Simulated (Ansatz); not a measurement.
**C2HF2 (SMILES [CH]=C(F)F) at UHF/STO-3G**

What is the electronic atomisation energy of C2HF2 at UHF/STO-3G? 

Program for the calculation: Ansatz 0.2.0.

39 further runs of the same task are left out: 39 set aside as unsound or not needed. Runs told in other sessions of the task aren't counted.

## Step 1: The system as given

The species is C2HF2 (5 atoms), meant as a doublet with charge 0. As SMILES, `[CH]=C(F)F`. The coordinates come from a PBE0-D4/def2-TZVP relaxation.

Bond lengths: C1–C2 1.301 Å, C2–F3 1.313 Å, C2–F4 1.320 Å, C1–H5 1.072 Å. Angles: C1–C2–F3 125.0°, C1–C2–F4 125.4°, F3–C2–F4 109.6°, C2–C1–H5 140.6°.

## Step 2: The energy at UHF/STO-3G

Input file job.yaml:

```yaml
crystal:
  periodic: [false, false, false]
  atoms:
    - {symbol: C, position_ang: [-0.028200, 0.912700, -0.014900]}
    - {symbol: C, position_ang: [0.163600, -0.366100, 0.124600]}
    - {symbol: F, position_ang: [1.043800, -0.911700, 0.932500]}
    - {symbol: F, position_ang: [-0.492600, -1.313200, -0.520300]}
    - {symbol: H, position_ang: [-0.636600, 1.604500, -0.563400]}
basis:
  gaussian: {orbitals: STO-3G}
magnetization: {spin_polarized: true, initial_magnetization: 1}
hamiltonian: {xc: hf}
accuracy: high
output: {orbitals: {seedname: orbitals}}
```

Started as:

```bash
ansatz run job.yaml --threads 1 --pin off --max-ram 3480MiB --events-out events.jsonl --progress --plain --runs-dir runs
```

The log of the run:

```text
Warning: RAYON_NUM_THREADS=1 ignored (pool sized by the plan → 1); use --threads N
Functional definition: HF
  name "HF"
  exchange = exact_x
  correlation = 0
391 factors; integrals over basis functions are off by at most 2.2e-8 eV
mean field evaluation 1: about -7380.1280 eV, gradient 2.1e1 eV
mean field evaluation 2: about -7380.2607 eV, gradient 2.1e1 eV
mean field evaluation 4: about -7383.3397 eV, gradient 2.1e0 eV
mean field evaluation 8: about -7383.6788 eV, gradient 5.3e-1 eV
mean field -7383.69777846 eV, -271.3458885081 hartree, gradient 1.5e-8 eV, S^2 1.066048; 0 other end points of the search recorded, 0 dependent functions left out
reference -7383.69777846 eV, -271.3458885081 hartree; 16, 15 occupied and 5, 6 virtual orbitals, 391 factors
Total energy: -7383.69777846 eV, -271.3458885081 hartree
```

It took 0.24 s on 1 thread of Arm Neoverse V1, shared host.

## Step 3: The C atom

Input file input.yaml:

```yaml
crystal:
  periodic: [false, false, false]
  atoms:
    - {symbol: C, position_ang: [0.000000, 0.000000, 0.000000]}
basis:
  gaussian:
    orbitals: STO-3G
accuracy: high
magnetization:
  spin_polarized: true
  initial_magnetization: 2
hamiltonian:
  xc: hf
```

Run the same way, it converges to -37.19839 Eh (log not shown).

## Step 4: The F atom at the same level

Input file in.yaml:

```yaml
crystal:
  periodic: [false, false, false]
  atoms:
    - {symbol: F, position_ang: [0.000000, 0.000000, 0.000000]}
basis:
  gaussian: {orbitals: STO-3G}
magnetization: {spin_polarized: true, initial_magnetization: 1}
hamiltonian: {xc: hf}
accuracy: high
```

Run the same way, it converges to -97.98651 Eh (log not shown).

## Step 5: The H atom

Input file in.yaml:

```yaml
crystal:
  periodic: [false, false, false]
  atoms:
    - {symbol: H, position_ang: [0.000000, 0.000000, 0.000000]}
basis:
  gaussian:
    orbitals: STO-3G
magnetization:
  spin_polarized: true
  initial_magnetization: 1
hamiltonian:
  xc: hf
accuracy: high
```

Run the same way, it converges to -0.46658 Eh (log not shown).

## Step 6: Outcome

At UHF/STO-3G:

```
                                    quantity          value
                      molecule: total energy  -271.34589 Eh
molecule: HOMO energy (highest over α and β)       -7.95 eV
 molecule: LUMO energy (lowest over α and β)        7.06 eV
                              molecule: ⟨S²⟩          1.066
                        C atom: total energy   -37.19839 Eh
                                C atom: ⟨S²⟩          2.000
                        F atom: total energy   -97.98651 Eh
                                F atom: ⟨S²⟩          0.750
                        H atom: total energy    -0.46658 Eh
                                H atom: ⟨S²⟩          0.750
               electronic atomisation energy      13.865 eV
```

What this shows: Taking the molecule apart into free atoms costs 13.86 eV (1338 kJ/mol), before zero-point energy and without spin-orbit coupling. Hartree–Fock lacks the correlation of the bonding pairs, which as a rule makes this value much too low; in minimal bases other errors can mask that. In a minimal basis such a difference can be off by several eV, whatever the method. ⟨S²⟩ (molecule) is 1.07 where a pure doublet has 0.75: the reference is spin-contaminated.
